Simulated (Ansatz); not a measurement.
I need a rigid scan of one bond length of C2H3ClSi, SMILES ClC1=C[SiH2]1. Use Ansatz 0.2.0 through its Python package. Settings (for the species named): PBE, 6-31G* basis, multiplicity 1, D4 dispersion.

```yaml
atoms:
  - { symbol: Cl, position_ang: [-1.1020, -2.3048, 0.4381] }
  - { symbol: C, position_ang: [-0.4321, -0.8230, 0.1476] }
  - { symbol: C, position_ang: [0.7010, -0.2887, 0.4031] }
  - { symbol: Si, position_ang: [-0.2810, 0.8157, -0.4756] }
  - { symbol: H, position_ang: [1.6673, -0.5121, 0.8707] }
  - { symbol: H, position_ang: [-0.7176, 1.9728, 0.3901] }
  - { symbol: H, position_ang: [0.2256, 1.0721, -1.8197] }
```

The script, `c2h3clsi.py`:
```python
'''Stretching a bond of C2H3ClSi, the rest held rigid.'''

import warnings

import ansatz as az
from ase import Atoms
import numpy as np

warnings.simplefilter('ignore', az.DeckWarning)

atoms = Atoms(['Cl', 'C', 'C', 'Si', 'H', 'H', 'H'], positions=[
    (-1.102, -2.3048, 0.4381),
    (-0.4321, -0.823, 0.1476),
    (0.701, -0.2887, 0.4031),
    (-0.281, 0.8157, -0.4756),
    (1.6673, -0.5121, 0.8707),
    (-0.7176, 1.9728, 0.3901),
    (0.2256, 1.0721, -1.8197),
])
geometry = az.Crystal.molecule_from_ase(atoms)

symbols = [site.symbol for site in geometry.cartesian_sites]
start = np.array([site.position_ang for site in geometry.cartesian_sites])
axis = (start[0] - start[1]) / np.linalg.norm(start[0] - start[1])
moving = [0]
lengths, energies = [1.454, 1.52, 1.586, 1.652, 1.718, 1.784, 1.85, 1.949], []
for length in lengths:
    xyz = start.copy()
    xyz[moving] += (length - np.linalg.norm(start[0] - start[1])) * axis
    point = az.Crystal.molecule()
    for symbol, xyz in zip(symbols, xyz):
        point = point.atom(symbol, xyz.tolist())
    base = (
        point.calculation()
        .basis(gaussian='6-31G*')
        .functional('pbe', dispersion='d4')
    )
    report = base.run(threads=1).report
    energies.append(report['free_energy_ev'])
    print(f'r = {length:6.3f} A  E = {energies[-1]:.5f} eV  <S^2> = {abs(report["mean_field"]["state"]["spin_squared"]):.3f}')

# quartic fit about the minimum
fit = np.polynomial.Polynomial.fit(lengths, np.array(energies) - min(energies), 4).convert()
roots = [r.real for r in fit.deriv().roots() if abs(r.imag) < 1e-9 and fit.deriv(2)(r.real) > 0]
r_e = min(roots, key=lambda r: abs(r - lengths[int(np.argmin(energies))]))
print(f'minimum of the fit at {r_e:.4f} A, force constant {fit.deriv(2)(r_e):.2f} eV/A^2')
```

```console
$ python c2h3clsi.py
r =  1.454 A  E = -22506.17698 eV  <S^2> = 0.000
r =  1.520 A  E = -22506.89676 eV  <S^2> = 0.000
r =  1.586 A  E = -22507.33124 eV  <S^2> = 0.000
r =  1.652 A  E = -22507.56175 eV  <S^2> = 0.000
r =  1.718 A  E = -22507.64774 eV  <S^2> = 0.000
r =  1.784 A  E = -22507.63260 eV  <S^2> = 0.000
r =  1.850 A  E = -22507.54801 eV  <S^2> = 0.000
r =  1.949 A  E = -22507.33957 eV  <S^2> = 0.000
minimum of the fit at 1.7377 A, force constant 20.03 eV/A^2
```

Caveats:
- Total energies depend on the basis set; only differences at equal settings carry meaning.
- The rest of the molecule is held rigid at a force-field or estimated start geometry, and the basis set is modest; single-reference methods fail as a bond breaks.
- The orbitals are restricted, so S² is zero by construction.
- Run time: 13 s on 1 thread of Arm Neoverse V2, with other jobs on the host, peak memory 0.18 GiB.

(Lines on the test bed's own set-up are left out of the output.)
